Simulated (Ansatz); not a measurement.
# AsF+ (quartet): from Hartree-Fock to the top rungs, cc-pVDZ

One table from this session's results is given with a row withheld; the runs are named, their logs left out.

The runs use Ansatz 0.2.0, Gaussian basis; cc-pVDZ, core rule «outside noble gas», up to 15 orbitals frozen.

Plan: UHF; CCSD(T) on ROHF; CCSD(T) on UHF; BCCD(T) on ROHF; CISD; CCSDT(Q) on ROHF; CCSDT(Q) on UHF; CASSCF and MRCISD+Q, 11 electrons in 8 orbitals; CASSCF and NEVPT2, 11 electrons in 8 orbitals.

4 further runs of the same task are left out: 2 that didn't finish, 2 set aside as unsound or not needed.

## The geometry

The geometry is a PBE0/def2-TZVP stationary point (not a proven minimum) of the parent state, kept for this charge and spin. No spin-orbit coupling is included. The filled d shell of As may be among the frozen orbitals whatever the setting's name suggests; the logs give the count.

2 atoms, charge 1, spin multiplicity 4.

Atoms are counted from 1 here; the program's logs count them from 0.

Bond lengths: F1–As2 1.659 Å.

Set-up of the first run:

in.yaml

```yaml
crystal:
  periodic: [false, false, false]
  atoms:
    - {symbol: F, position_ang: [0.000000, 0.000000, 0.000000]}
    - {symbol: As, position_ang: [0.000000, 0.000000, 1.659200]}
basis:
  gaussian: {orbitals: cc-pVDZ}
total_charge: 1
magnetization: {spin_polarized: true, initial_magnetization: 3}
hamiltonian: {xc: hf}
output: {orbitals: {seedname: orbitals}}
```

Started as:

```sh
$ ansatz run in.yaml --threads 1 --pin off --events-out ev --progress --plain --max-ram 2393MiB
```

Steps of the session up to this table: UHF; CCSD(T) on ROHF; CCSD(T) on UHF; BCCD(T) on ROHF; CISD; CCSDT(Q) on ROHF; CCSDT(Q) on UHF; CASSCF and MRCISD+Q, 11 electrons in 8 orbitals; CASSCF and NEVPT2, 11 electrons in 8 orbitals.

One of the session's tables, all rows but one given; the rest of the session is left out.

```
          method  from RCCSDT(Q) (kcal/mol)
            ROHF                    +159.49
             UHF                    +155.36
            RMP2                     +10.37
            UMP2                     +11.59
           RCCSD                      +4.48
           UCCSD                      +3.70
        RCCSD(T)                      +0.77
        UCCSD(T)                      +0.34
         BCCD(T)                          ?
          RCCSDT                      +0.34
          UCCSDT                      -0.14
       RCCSDT(Q)                          0
       UCCSDT(Q)                      -0.57
  CASSCF valence                    +134.48
  NEVPT2 valence                     +19.55
  MRCISD valence                      +8.10
MRCISD+Q valence                      +1.45
```

Q: Estimate the row for BCCD(T) from the others.

The run gave: from RCCSDT(Q) (kcal/mol): +0.80. In the column «from RCCSDT(Q) (kcal/mol)» it lies between RCCSD(T) (+0.77) and MRCISD+Q valence (+1.45).

Not comparable, so not listed: CISD (they don't share determinant, frozen orbitals or solution with the rows shown, or repeat one).

Caveats from the session: Restricted and unrestricted rows rest on different reference determinants; where their highest levels disagree by more than a few hundredths of an eV, they describe different states and don't form one ladder.
